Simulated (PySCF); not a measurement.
# TcOCl2: quartet, from a T-shaped (ligand arrangement 2) start

The task is one start of a wider search on TcOCl2: the quartet, built as T-shaped (ligand arrangement 2). It is relaxed, tested by its Hessian and followed downhill if it is a saddle.

Method: PBE, basis Tc def2-SVP with ECP28, O def2-SVP, Cl def2-SVP, scalar-relativistic core potentials, no spin–orbit coupling, density fitting; program: PySCF 2.14.0.

### Step 1. Starting geometry

4 atoms, charge 0, spin multiplicity 4.

Bond lengths: Tc1–O2 1.770 Å, Tc1–Cl3 2.270 Å, Tc1–Cl4 2.270 Å. Angles: O2–Tc1–Cl3 88.0°, O2–Tc1–Cl4 88.0°, Cl3–Tc1–Cl4 176.0°.

Z-matrix (Å, degrees; charge 0 multiplicity 4):
```
Tc
O  1 1.7700
Cl 1 2.2700 2 88.00
Cl 1 2.2700 2 88.00 3 180.00
```

### Step 2. T-shaped (ligand arrangement 2) start, quartet: relaxation

One driver script runs all steps and calls PySCF; scf.py shows how it sets up the SCF of each step. The optimiser is the driver's own. Before each start the driver seeks the lowest SCF state from one or more starting densities and follows internal instabilities, so scf.py alone need not reach the same state.

The program finds C2v symmetry in the start, which this walk keeps.

Input file scf.py:

```python
from pyscf import gto, scf, dft
mol = gto.M(atom='''
Tc     0.000000     0.000000    -0.183132
O      0.000000     0.000000     1.586868
Cl     2.268600    -0.000000    -0.103932
Cl    -2.268600     0.000000    -0.103932''',
    basis={'Tc': 'def2-SVP', 'O': 'def2-SVP', 'Cl': 'def2-SVP'},
    ecp={'Tc': 'def2-SVP'},
    charge=0, spin=3)
mf = dft.UKS(mol, xc='PBE')
mf.grids.atom_grid = (50, 194)
aux = {'Tc': 'def2-universal-JKFIT', 'O': 'def2-universal-JKFIT', 'Cl': 'def2-universal-JKFIT'}
mf = mf.density_fit(auxbasis=aux)
mf.kernel()
```

The runs that follow: Vibrations and properties at this point.

**Question.** What will these runs give? Wanted: minimum; geometry; wavenumbers; dipole moment; highest occupied, lowest empty level; polar-tensor charge of Tc1; zero-point energy; atomisation energy; ⟨S²⟩.

**Answer**, as computed:

```
                                          quantity                                                                   value
                                           minimum                                                            quartet, C2v
                                          geometry  Tc–Cl 2.257 Å (×2), Tc–O 1.690 Å; Cl–Tc–Cl 129.3°, Cl–Tc–O 115.3° (×2)
                                wavenumbers (cm⁻¹)                82 (b1), 99 (a1), 205 (b2), 374 (a1), 441 (b2), 978 (a1)
                                     dipole moment                                                                  0.82 D
highest occupied, lowest empty level (either spin)                                                         -5.43, -5.05 eV
                        polar-tensor charge of Tc1                                                                 +1.28 e
                                 zero-point energy                                                             13.0 kJ/mol
                               entropy at 298.15 K                                                         343.6 J/(mol K)
         atomisation energy (no zero-point energy)                                                             1451 kJ/mol
                                              ⟨S²⟩                                                                   3.762
```

What this shows: The molecule stays C2v, as typed, and the end point is a minimum. The strongest infrared band lies at 978 cm⁻¹ (a1, stretch). Most of the spin sits on Tc1 (Mulliken spin 2.59, against 3 for the whole molecule). Other starts or spin states, not run here, may lie lower. Take wavenumbers under 90 cm⁻¹ as rough. One determinant may miss the lowest occupation of an open d or f shell.
